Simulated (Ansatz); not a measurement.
# AlClH5O2Si: the cost of one run

Program: Ansatz 0.2.0. Level of theory: UKS B3LYP/def2-SVP. These are calculated values, not measurements.

## 1. The starting structure

Bond lengths: Al1–Cl2 2.480 Å, Al1–O3 1.780 Å, O3–H4 1.010 Å, Al1–O5 1.780 Å, O5–H6 1.010 Å, Cl2–Si7 2.430 Å, Si7–H8 1.460 Å, Si7–H9 1.460 Å, Si7–H10 1.460 Å. Angles: Al1–Cl2–Si7 180.0°, Cl2–Al1–O3 120.0°, Cl2–Al1–O5 120.0°, O3–Al1–O5 120.0°, Al1–O3–H4 109.5°, Al1–O5–H6 109.5°, Cl2–Si7–H8 109.5°, Cl2–Si7–H9 109.5°, Cl2–Si7–H10 109.5°, H8–Si7–H9 109.4°, H8–Si7–H10 109.4°, H9–Si7–H10 109.4°.

As a file:

```xyz
10

Al    0.0000    0.0000    0.0000
Cl    0.0000    0.0000    2.4800
O     1.5415    0.0000   -0.8900
H     1.8414   -0.9519   -1.0449
O    -1.5415    0.0000   -0.8900
H    -2.0512   -0.8467   -0.6815
Si    0.0000    0.0000    4.9100
H    -0.7436   -1.1581    5.3974
H     1.3747   -0.0649    5.3974
H    -0.6311    1.2230    5.3974
```

## 2. Pulling towards end A

Springs on the bonds that form and break draw the guess towards this end; the thresholds are loose.

The input, input.yaml:

```yaml
crystal:
  periodic: [false, false, false]
  atoms:
    - { symbol: Al, position_ang: [0.0, 0.0, 0.0] }
    - { symbol: Cl, position_ang: [0.0, 0.0, 2.48] }
    - { symbol: O, position_ang: [1.5415, 0.0, -0.89] }
    - { symbol: H, position_ang: [1.8414, -0.9519, -1.0449] }
    - { symbol: O, position_ang: [-1.5415, 0.0, -0.89] }
    - { symbol: H, position_ang: [-2.0512, -0.8467, -0.6815] }
    - { symbol: Si, position_ang: [0.0, 0.0, 4.91] }
    - { symbol: H, position_ang: [-0.7436, -1.1581, 5.3974] }
    - { symbol: H, position_ang: [1.3747, -0.0649, 5.3974] }
    - { symbol: H, position_ang: [-0.6311, 1.223, 5.3974] }
magnetization:
  spin_polarized: true
  initial_magnetization: 1
basis:
  gaussian: { orbitals: def2-SVP }
hamiltonian:
  xc: b3lyp
relax:
  f_tol: 0.15
  max_steps: 25
  restrain:
    - { distance: [1, 6], at: 3.33, k: 30.0 }
    - { distance: [0, 1], at: 2.23, k: 30.0 }
output:
  orbitals: {}
```

The run is started by

```console
$ ansatz run input.yaml --threads 4 --pin off --max-ram 5120MiB --backend cpu --events-out ev --progress --plain --runs-dir out
```

Q: Estimate wall time and peak memory on 4 threads of Arm Neoverse V2, shared host.

About 23 s, with a peak of 0.34 GiB.
